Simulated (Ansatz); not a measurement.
# CH4F2InN: the cost of one run

Method: RKS B3LYP-D4/def2-SVP, in Ansatz 0.2.0.

### 1 The system as given

Bond lengths: C1–N2 1.441 Å, N2–In3 2.140 Å, In3–F4 1.997 Å, In3–F5 1.992 Å, C1–H6 1.090 Å, C1–H7 1.097 Å, C1–H8 1.095 Å, N2–H9 1.019 Å. Angles: C1–N2–In3 112.7°, C1–N2–H9 109.9°, In3–N2–H9 104.3°, N2–C1–H6 109.2°, N2–C1–H7 114.9°, N2–C1–H8 106.9°, H6–C1–H7 109.2°, H6–C1–H8 108.4°, H7–C1–H8 108.1°, N2–In3–F4 114.6°, N2–In3–F5 127.6°, F4–In3–F5 117.3°.

Structure file:

```xyz
9

C    -0.4970   -1.1267    0.5205
N    -0.0108    0.1775    0.8954
In    0.4692    1.3958   -0.7966
F    -0.0031    0.5919   -2.5623
F     1.1131    3.2809   -0.7939
H    -1.3718   -1.0128   -0.1204
H     0.2380   -1.7658    0.0164
H    -0.8081   -1.6278    1.4426
H     0.8704    0.0869    1.3981
```

### 2 Relaxing end A

input.yaml

```yaml
crystal:
  periodic: [false, false, false]
  atoms:
    - { symbol: C, position_ang: [-0.49695, -1.1267, 0.52054] }
    - { symbol: "N", position_ang: [-0.01077, 0.17749, 0.89545] }
    - { symbol: In, position_ang: [0.46921, 1.39579, -0.79664] }
    - { symbol: F, position_ang: [-0.00312, 0.59188, -2.56231] }
    - { symbol: F, position_ang: [1.11308, 3.28095, -0.79392] }
    - { symbol: H, position_ang: [-1.37175, -1.01278, -0.12036] }
    - { symbol: H, position_ang: [0.23802, -1.76576, 0.01645] }
    - { symbol: H, position_ang: [-0.80812, -1.62781, 1.44265] }
    - { symbol: H, position_ang: [0.8704, 0.08694, 1.39814] }
basis:
  gaussian: { orbitals: def2-SVP }
hamiltonian:
  xc: b3lyp
  dispersion: d4
relax:
  f_tol: 0.02
  max_steps: 50
```

The run is started by

```sh
> ansatz run input.yaml --threads 2 --pin off --max-ram 3072MiB --backend cpu --events-out ev --progress --plain --runs-dir out
```

Q: Estimate wall time and peak memory on 2 threads of Arm Neoverse V2, shared host.

About 23 s, with a peak of 0.23 GiB.
